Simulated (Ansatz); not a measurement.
# BH4NSSi: the cost of one run

All numbers below are computed with Ansatz 0.2.0 (RKS PBE0-D4/6-31G*).

**1. The system as given**

Bond lengths: S1–Si2 2.170 Å, Si2–B3 1.905 Å, Si2–N4 1.792 Å, B3–N4 1.372 Å, S1–H5 1.325 Å, Si2–H6 1.454 Å, B3–H7 1.158 Å, N4–H8 1.007 Å. Angles: S1–Si2–B3 123.9°, S1–Si2–N4 112.9°, S1–Si2–H6 100.8°, B3–Si2–N4 43.4°, B3–Si2–H6 133.2°, N4–Si2–H6 109.8°, Si2–S1–H5 96.8°, Si2–B3–N4 63.9°, Si2–B3–H7 158.8°, N4–B3–H7 137.3°, Si2–N4–B3 72.7°, Si2–N4–H8 147.5°, B3–N4–H8 139.7°.

As a file:

```xyz
8

S    -1.4241    1.7860   -0.5072
Si    0.1553    0.6984    0.5095
B     1.1217   -0.7473   -0.2698
N    -0.0343   -1.0791    0.3900
H    -1.1130    1.4032   -1.7367
H    -0.0602    1.1251    1.8827
H     1.9512   -1.2967   -0.8631
H    -0.5966   -1.8896    0.5946
```

**2. Relaxing the start**

The input, input.yaml:

```yaml
crystal:
  periodic: [false, false, false]
  atoms:
    - { symbol: S, position_ang: [-1.42407, 1.78598, -0.50716] }
    - { symbol: Si, position_ang: [0.15535, 0.69839, 0.50947] }
    - { symbol: B, position_ang: [1.12166, -0.74727, -0.26977] }
    - { symbol: "N", position_ang: [-0.03432, -1.07912, 0.39] }
    - { symbol: H, position_ang: [-1.11301, 1.40323, -1.73667] }
    - { symbol: H, position_ang: [-0.0602, 1.12506, 1.88272] }
    - { symbol: H, position_ang: [1.95121, -1.29665, -0.86315] }
    - { symbol: H, position_ang: [-0.59661, -1.88963, 0.59456] }
basis:
  gaussian: { orbitals: "6-31G*" }
hamiltonian:
  xc: pbe0
  dispersion: d4
relax:
  f_tol: 0.02
  max_steps: 40
scf:
  lower_state_search: "off"
```

Launch:

```sh
$ ansatz run input.yaml --threads 1 --pin off --max-ram 2048MiB --backend cpu --events-out ev --progress --plain --runs-dir out
```

**Question.** How long does this run take on 1 thread of Arm Neoverse V2, shared host, and how much memory does it need?

About 20 s, with a peak of 0.14 GiB.
